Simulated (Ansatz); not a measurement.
**K3OF: how the settings move a single-point run**

Aim: see which settings change the result for K3OF, by how much, and at what cost. The cell is built on a prototype (antiperovskite) and needn't be the phase found in nature.

Computed with Ansatz 0.2.0 (reference: DFT, r2SCAN, plane waves, PAW, unless a step's input says otherwise).

## 1. The starting structure

Symmetry: Pm-3m, No. 221, cubic system. Conventional cell: a = 5.057 Å, b = 5.057 Å, c = 5.057 Å, α = 90.00°, β = 90.00°, γ = 90.00°. Around F (site symmetry m-3m) lie 12 K at 3.58 Å. Around O (site symmetry m-3m) lie 6 K at 2.53 Å. K (site symmetry 4/mmm) has 2 O at 2.53 Å and 4 F at 3.58 Å and 8 K at 3.58 Å as nearest neighbours.

Coordinates:

```xyz
5
Lattice="5.0567 0.0000 0.0000 0.0000 5.0567 0.0000 0.0000 0.0000 5.0567" Properties=species:S:1:pos:R:3 pbc="T T T"
F     0.0000    0.0000    0.0000
O     2.5284    2.5284    2.5284
K     2.5284    2.5284    0.0000
K     2.5284    0.0000    2.5284
K     0.0000    2.5284    2.5284
```

## 2. The reference run

input.yaml reads:

```yaml
crystal:
  lattice:
    - [5.0567019247, 0.0, 0.0]
    - [0.0, 5.0567019247, 0.0]
    - [0.0, 0.0, 5.0567019247]
  atoms:
    - { symbol: F, position: [0.0, 0.0, 0.0] }
    - { symbol: O, position: [0.5, 0.5, 0.5] }
    - { symbol: K, position: [0.5, 0.5, 0.0] }
    - { symbol: K, position: [0.5, 0.0, 0.5] }
    - { symbol: K, position: [0.0, 0.5, 0.5] }
kpoints:
  mp_grid: { grid: [4, 4, 4] }
hamiltonian:
  xc: r2scan
scf:
  occupations: { method: fixed }
  n_extra_bands: 5
output:
  forces: true
  stress: true
  eigenvalues: true
```

Command:

```bash
ansatz run input.yaml --threads 4 --pin off --max-ram 4608MiB --backend cpu --events-out ev --progress --plain --runs-dir out
```

## 3. Changing settings: occupations.method cold, occupations.width 0.001

Edit input.yaml of step 2 so:

```diff
@@ -16,3 +16,3 @@
 scf:
-  occupations: { method: fixed }
+  occupations: { method: cold, width: 0.001 }
   n_extra_bands: 5
```

## 4. Changed: occupations.method fermi_dirac, occupations.width 0.5

Edit input.yaml of step 2 so:

```diff
@@ -16,3 +16,3 @@
 scf:
-  occupations: { method: fixed }
+  occupations: { method: fermi_dirac, width: 0.5 }
   n_extra_bands: 5
```

## 5. Changing settings: occupations.method fermi_dirac, occupations.width 0.001

Edit input.yaml of step 2 so:

```diff
@@ -16,3 +16,3 @@
 scf:
-  occupations: { method: fixed }
+  occupations: { method: fermi_dirac, width: 0.001 }
   n_extra_bands: 5
```

## 6. Changing settings: mp_grid.grid [2, 2, 2]

Edit input.yaml of step 2 so:

```diff
@@ -12,3 +12,3 @@
 kpoints:
-  mp_grid: { grid: [4, 4, 4] }
+  mp_grid: { grid: [2, 2, 2] }
 hamiltonian:
```

## 7. Changed: dr2_threshold 1.0e-12

Edit input.yaml of step 2 so:

```diff
@@ -18,2 +18,4 @@
   n_extra_bands: 5
+  convergence: { dr2_threshold: 1.0e-12 }
+  max_iter: 77
 output:
```

## 8. Changed: mp_grid.grid [2, 2, 2], xc hse06

Edit input.yaml of step 2 so:

```diff
@@ -12,5 +12,5 @@
 kpoints:
-  mp_grid: { grid: [4, 4, 4] }
+  mp_grid: { grid: [2, 2, 2] }
 hamiltonian:
-  xc: r2scan
+  xc: hse06
 scf:
```

What does the calculation give? Wanted: for each run, ending; energy change; pressure; gap; force.

The runs gave:

```
                                                       run     ending         energy change  pressure (GPa)  gap (eV)  force (eV/Å)  cycles   time
                                                 reference  converged                     0             0.0      1.24          0.00       8  3.7 s
       1: occupations.method cold, occupations.width 0.001  converged    0.0 meV/atom (σ→0)             0.0      1.24          0.00       8  3.8 s
  2: occupations.method fermi_dirac, occupations.width 0.5  converged  +19.7 meV/atom (σ→0)             0.2      1.54          0.00       8  3.8 s
3: occupations.method fermi_dirac, occupations.width 0.001  converged    0.0 meV/atom (σ→0)             0.0      1.24          0.00       8  3.8 s
                                 4: mp_grid.grid [2, 2, 2]  converged        +17.1 meV/atom             0.2      1.17          0.00       8  2.4 s
                                  5: dr2_threshold 1.0e-12  converged          0.0 meV/atom             0.0      1.24          0.00      11  4.5 s
                       6: mp_grid.grid [2, 2, 2], xc hse06  converged        not comparable             0.5      2.10          0.00      15    9 s
```

Residual by cycle in the longest SCF loop of each run; runs are numbered as in the table. The quantity is the density residual dr2, in eV.

```
cycle  reference   run 1   run 2   run 3    run 4    run 5    run 6
    1      0.155   0.155   0.111   0.155    0.194    0.155    0.106
    2      0.016  0.0161   0.031  0.0161   0.0199    0.016   0.0466
    3    0.00419  0.0042  0.0113  0.0042  0.00468  0.00419  0.00382
    4     6.8e-4  7.1e-4  0.0231  7.1e-4   6.6e-4   6.8e-4  0.00172
    5     8.2e-5  8.1e-5  9.4e-5  8.1e-5   7.6e-5   8.2e-5   7.4e-5
    6     9.2e-6  9.2e-6  6.8e-6  9.2e-6   8.2e-6   9.2e-6   6.5e-6
    7     7.5e-7  7.5e-7  2.8e-7  7.5e-7   6.6e-7   7.5e-7        -
    8     1.1e-8  1.2e-8  2.5e-9  1.2e-8   1.0e-8   1.1e-8        -
    9          -       -       -       -        -  4.1e-10        -
   10          -       -       -       -        -  3.1e-12        -
   11          -       -       -       -        -  1.8e-13        -
```

Of the variants the dearest is «mp_grid.grid [2, 2, 2], xc hse06» (9 s), the cheapest «mp_grid.grid [2, 2, 2]» (2.4 s), on a shared host.
